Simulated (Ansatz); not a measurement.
Working through a rigid torsion scan of BH5O3Si, SMILES B[Si](O)(O)O

With Ansatz 0.2.0 through its Python package.

At the Python prompt:
```pycon
>>> import ansatz as az
>>> from ase import Atoms
>>> atoms = Atoms(["B", "Si", "O", "O", "O", "H", "H", "H", "H", "H"], positions=[
...     [-1.3143, -0.0792, -0.6592],
...     [0.273, 0.1153, 0.3586],
...     [1.0022, -1.4174, 0.4568],
...     [-0.0188, 0.6976, 1.9328],
...     [1.3387, 1.2225, -0.4263],
...     [-2.1212, 0.8858, -0.63],
...     [-1.2874, -0.6286, -1.6852],
...     [1.2888, -1.6475, -0.471],
...     [-0.6129, -0.0265, 2.3942],
...     [1.5349, 0.8269, -1.2679],
... ])
>>> # relax first, so that the scan starts from a minimum
>>> first = (
...     az.Crystal.molecule_from_ase(atoms).calculation()
...     .basis(gaussian="def2-SVP")
...     .functional("R2SCAN0")
...     .relax(force_tolerance=0.02, max_steps=80)
... )
>>> atoms.positions = first.run(threads=1, pin="off").report["positions_ang"]

>>> start = atoms.get_dihedral(0, 1, 3, 8)
>>> energies = {}
>>> for turn in range(0, 360, 40):
...     turned = atoms.copy()
...     turned.set_dihedral(0, 1, 3, 8, start + turn, indices=[3, 8])
...     setup = (
...         az.Crystal.molecule_from_ase(turned).calculation()
...         .basis(gaussian="def2-SVP")
...         .functional("R2SCAN0")
...     )
...     energies[round((start + turn) % 360)] = setup.run(threads=1, pin="off").report["free_energy_ev"]
...
>>> floor = min(energies.values())
>>> print("dihedral B0-Si1-O3-H8 (deg)   E - E(min) (kcal/mol)")
dihedral B0-Si1-O3-H8 (deg)   E - E(min) (kcal/mol)
>>> for angle, e in sorted(energies.items()):
...     print(f"{angle:8d} {23.060548 * (e - floor):14.3f}  " + "#" * int(30 * (e - floor) / max(max(energies.values()) - floor, 1e-9)))
...
      39          1.701  #############
      79          0.696  #####
     119          0.000
     159          1.005  #######
     199          3.120  #######################
     239          3.917  ##############################
     279          2.498  ###################
     319          1.448  ###########
     359          1.762  #############
```

Notes:
- The settings weren't tested for convergence.
- The scan is rigid and the energies are electronic, in a modest basis. With rigid groups the curve can differ much from the relaxed path, the start wasn't checked as a minimum of this torsion, and equivalent turns needn't return to the same energy.
- The whole script took 3.8 min on 1 thread of Arm Neoverse V2 (shared host), peak memory 0.3 GiB.

(Lines on the test bed's own set-up are left out of the output.)
